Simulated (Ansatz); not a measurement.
From input file to script: LiBe, space group P2_1/m in Ansatz 0.2.0.

```yaml
crystal:
  lattice:
    - [2.295986, 0.0, 0.0]
    - [0.0, 3.612773, 0.0]
    - [-0.401743, 0.0, 5.513526]
  atoms:
    - { symbol: Li, position: [0.736848, 0.25, 0.154858] }
    - { symbol: Li, position: [0.263152, 0.75, 0.845142] }
    - { symbol: Be, position: [0.756418, 0.25, 0.576172] }
    - { symbol: Be, position: [0.243582, 0.75, 0.423828] }
kpoints:
  mp_grid: { grid: [10, 6, 4] }
hamiltonian:
  xc: lda
scf:
  occupations: { method: cold, width: 0.05 }
output:
  forces: true
  stress: true
```

The program run on that file:
```console
$ ansatz run input.yaml --threads 1 --pin off --max-ram 3072MiB --backend cpu --events-out ev --progress --plain --runs-dir out
Engine: ansatz 0.2.0, aarch64-unknown-linux-gnu
Pseudopotentials: kind: paw
Pseudopotential: Li, paw, valence charge 3, recommended cutoff 420 eV (normal), Li.paw.azcp
Pseudopotential: Be, paw, valence charge 2, recommended cutoff 420 eV (normal), Be.paw.azcp
Functional definition: SPW92
  exchange = slater_x
  correlation = pw_c
Crystal: 4 atoms, lattice volume = 45.734 Å³
Basis set: ecut = 420 eV, 891 PW (Γ)
Bands: 9, of which v1, the nominal top of the filled ones, is band 5 counted from 1 (4 counted from 0)
Symmetry: 4 space group operations
Space group: P21/m (ITA 11), of the structure as read, at distance tolerance 3.6e-5 Å
k-points: 88 of 240
Non-local potential: Li, projectors of the file, l = 0: 3, l = 1: 2, l = 2: 1
Non-local potential: Be, projectors of the file, l = 0: 2, l = 1: 2, l = 2: 1
PAW form: soft (Blöchl's): semilocal exchange-correlation on the pseudo side does not see the compensation charge
PAW frozen core: Be, regenerated for the run's functional, and the local potential with it (the file was generated under x = pbe(κ = 0.804, μ = 0.2195149727645171), c = pbe(β = 0.06672455060314922))
PAW one-centre angular grid: Li, 110 points (default); XC on 64 Gauss nodes
PAW one-centre angular grid: Be, 110 points (default); XC on 64 Gauss nodes
Initial density: superposition of atomic densities (neutral atoms: chi_scale 0, normalization atom), corrected by the library's trained network
Initial wavefunctions: pseudopotential atomic-orbital guess
Functional: x = slater, c = lda
SCF iter   1: F=—  HF=-579.104614 eV  |F-HF|=—  |Δ(HF+E_count)|=         —  Δρ=4.96e-3  dr2=5.49e-3  ethr=1.77e-3  ⟨swp⟩=5.2  Hψ=5665  notcnv=0
preconditioner: auto → none  [metal: Δε(μ)=0.012 eV  Ē_g=6.885 eV  σ=0.050 eV  W_gap=0.17  n_scr=8 (ndim 8)  ℏωp=13.4 eV  f_vac=0.000  D(μ)=1.94/eV (n_scr^D=12)  sad-step TF]
SCF iter   2: F=—  HF=-579.096642 eV  |F-HF|=—  |Δ(HF+E_count)|=   7.97e-3  S|Δr|=    0.00e0  Δρ=2.55e-3  dr2=2.11e-3  ethr=5.49e-5  ⟨swp⟩=2.0  Hψ=2028  notcnv=0  defer=3
SCF iter   3: F=—  HF=-579.095086 eV  |F-HF|=—  |Δ(HF+E_count)|=   1.56e-3  S|Δr|=    0.00e0  Δρ=4.45e-4  dr2=3.15e-4  ethr=2.11e-5  ⟨swp⟩=2.1  Hψ=1084  notcnv=0  defer=3
SCF iter   4: F=—  HF=-579.095073 eV  |F-HF|=—  |Δ(HF+E_count)|=   1.37e-5  S|Δr|=    0.00e0  Δρ=2.95e-4  dr2=2.20e-4  ethr=3.15e-6  ⟨swp⟩=2.0  Hψ=939  notcnv=0  defer=3
SCF iter   5: F=—  HF=-579.095023 eV  |F-HF|=—  |Δ(HF+E_count)|=   4.92e-5  S|Δr|=    0.00e0  Δρ=8.20e-5  dr2=1.12e-5  ethr=2.20e-6  ⟨swp⟩=1.2  Hψ=794  notcnv=0  defer=3
SCF iter   6: F=—  HF=-579.095021 eV  |F-HF|=—  |Δ(HF+E_count)|=   2.31e-6  S|Δr|=    0.00e0  Δρ=8.43e-6  dr2=8.12e-8  ethr=1.00e-9  ⟨swp⟩=3.1  Hψ=2714  notcnv=0
SCF iter   7: F=-579.095021 eV  HF=-579.095021 eV  |F-HF|=3.18e-11  |Δ(HF+E_count)|=   1.11e-8  S|Δr|=    0.00e0  Δρ=8.91e-7  dr2=3.03e-10  ethr=8.12e-10  ⟨swp⟩=2.3  Hψ=2410  notcnv=0
SCF 1 converged in 7 iterations: F = -579.095021 eV  dr2 = 3.03e-10
  greatest PAW one-centre occupation: 1.000 electrons in one spin orbital (limit 2), on the Li atom at site 1 (counted from 0), in its partial waves of l = 0
SCF converged after 7 iterations
Stability not checked: this state was not tested for a lower state beside it, because cold or Methfessel-Paxton smearing, or corrected tetrahedra, fill the levels in a way that the test cannot read (fill_not_monotonic; see scf.lower_state_search)
Free energy (F): -579.095021 eV
Harris-Foulkes:  -579.095021 eV  (|F-HF|=3.18e-11)
Internal energy: -579.094271 eV  (E = F + TS)
E sigma→0 (E₀):  -579.094771 eV
Entropy (-TS):   -0.000750 eV (-0.188 meV/atom)
Fermi energy:    3.648953 eV
--- Per-component energies (eV) ---
  E_band       = -161.068444
  E_kinetic    = 82.957646
  E_local      = -238.561505  (includes V_loc(G=0)·N_el)
  E_nonlocal   = -56.519873
  E_hartree    = 72.053406
  E_xc         = -58.778236
  E_vxc        = -67.228187  (∫ρ·V_xc dr)
  E_paw        = -147.157624  (= ΣΔE_a)
  E_vpaw       = -25.823428  (= ΣTr[D̂ρ^β])
  E_aug_tail   = 0.000040  (compensation charges beyond the density's cutoff)
  E_ewald      = -233.148700
  E_core_change = 0.060574  (= ΣΔE_core)
  E_smearing   = -0.000750  (= −TS)
  E_closure    = 0.000000  (closes the sum)
  Σ components = -579.095021   (vs F -579.095021, Δ=0.00e0)
--- Forces (eV/Å), atoms counted from 1 ---
  atom   1  Li    -0.00359535     0.00000000     0.10101912
  atom   2  Li     0.00359535    -0.00000000    -0.10101912
  atom   3  Be     0.00325685    -0.00000000    -0.08907460
  atom   4  Be    -0.00325685     0.00000000     0.08907460
  max |Σ_I F_I| component: 1.39e-17 eV/Å
--- Stress (GPa, compression-positive) ---
       -2.769835       0.000000      -0.154212
        0.000000      -3.890333      -0.000000
       -0.154212      -0.000000      -2.446990
  P = ⅓ Tr σ = -3.0357 GPa (-30.357 kbar)
```

`libe.py`:
```python
# -*- coding: utf-8 -*-
"""LiBe from an input typed as a mapping."""

import ansatz as az
import numpy as np
import pandas as pd

inputs = {
    "crystal": {
        "lattice": [[2.295986, 0.0, 0.0], [0.0, 3.612773, 0.0], [-0.401743, 0.0, 5.513526]],
        "atoms": [
            {"symbol": "Li", "position": [0.736848, 0.25, 0.154858]},
            {"symbol": "Li", "position": [0.263152, 0.75, 0.845142]},
            {"symbol": "Be", "position": [0.756418, 0.25, 0.576172]},
            {"symbol": "Be", "position": [0.243582, 0.75, 0.423828]},
        ],
    },
    "kpoints": {"mp_grid": {"grid": [10, 6, 4]}},
    "hamiltonian": {"xc": "lda"},
    "scf": {"occupations": {"method": "cold", "width": 0.05}},
    "output": {"forces": True, "stress": True},
}

planned = az.Session.from_dict(inputs).plan(threads=1, pin="off")
out = planned.execute()
rep = out.report

print(f"free energy      {rep['free_energy_ev']:.5f} eV")
print(f"per atom         {rep['free_energy_ev'] / len(out.lattice.sites):.5f} eV")
print(f"SCF iterations   {rep['n_iterations']}  (converged: {rep['converged']})")

# pressure is a third of the trace
print("pressure by term (GPa)")
for term, tensor in rep["stress_terms_gpa"].items():
    if np.any(tensor):
        print(f"  {term:28s} {np.trace(np.array(tensor)) / 3:12.3f}")
print(f"  {'total':28s} {np.trace(np.array(rep['stress_gpa'])) / 3:12.3f}")

# forces, one row an atom
table = pd.DataFrame(rep["forces_ev_ang"], columns=["fx", "fy", "fz"])
table.insert(0, "atom", [site["symbol"] for site in rep["lattice"]["sites"]])
print(table.round(4).to_string())

print("doubts on the final state:", rep["published_state_doubts"] or "none")
print("warnings:", sorted({n["data"]["kind"] for n in out.notices if n["data"].get("severity") in ("warning", "doubt")}) or "none")

used = rep["setup"]
print("cutoffs (eV):", used["ecut_ev"], used["ecutrho_ev"], " FFT grid:", used["fft_dense"])
print("cell volume {:.3f} A^3, {} symmetry operations".format(used["cell_volume_ang3"], used["n_sym_ops"]))
```

```console
$ python libe.py
DeckWarning: basis.ecutwfc = 420 eV, auto-derived from the records' recommended cutoffs: set by Li (normal level)
free energy      -579.09502 eV
per atom         -144.77376 eV
SCF iterations   7  (converged: True)
pressure by term (GPa)
  kinetic                           193.748
  hartree                            84.140
  ewald                            -272.259
  local_pseudopotential              -9.937
  nonlocal_pseudopotential           -5.308
  augmentation                       65.257
  nlcc                              -29.089
  xc                                -29.602
  augmentation_tail                   0.004
  scf_correction                      0.000
  pulay_correction                    0.011
  total                              -3.036
  atom      fx   fy      fz
0   Li -0.0036  0.0  0.1010
1   Li  0.0036 -0.0 -0.1010
2   Be  0.0033 -0.0 -0.0891
3   Be -0.0033  0.0  0.0891
doubts on the final state: none
warnings: none
cutoffs (eV): 420.0 1680.0  FFT grid: [16, 25, 40]
cell volume 45.734 A^3, 4 symmetry operations
```
(Warnings from the package without file and line, repeats left out.)

Notes:
- Total energies depend on the potentials; only differences at equal settings carry meaning.
- The mesh is modest for a metal, so energies can be off by several to tens of meV an atom and pressures by half a GPa or more; differences at equal mesh fare better.
- Pressure is positive in compression.
- This cell is a computed structure, which may not be the phase found in nature.
- Timing: 5.8 s on 1 thread of Arm Neoverse N1, on a shared host, peak memory 0.4 GiB.

(Lines on the test bed's own set-up are left out of the output.)
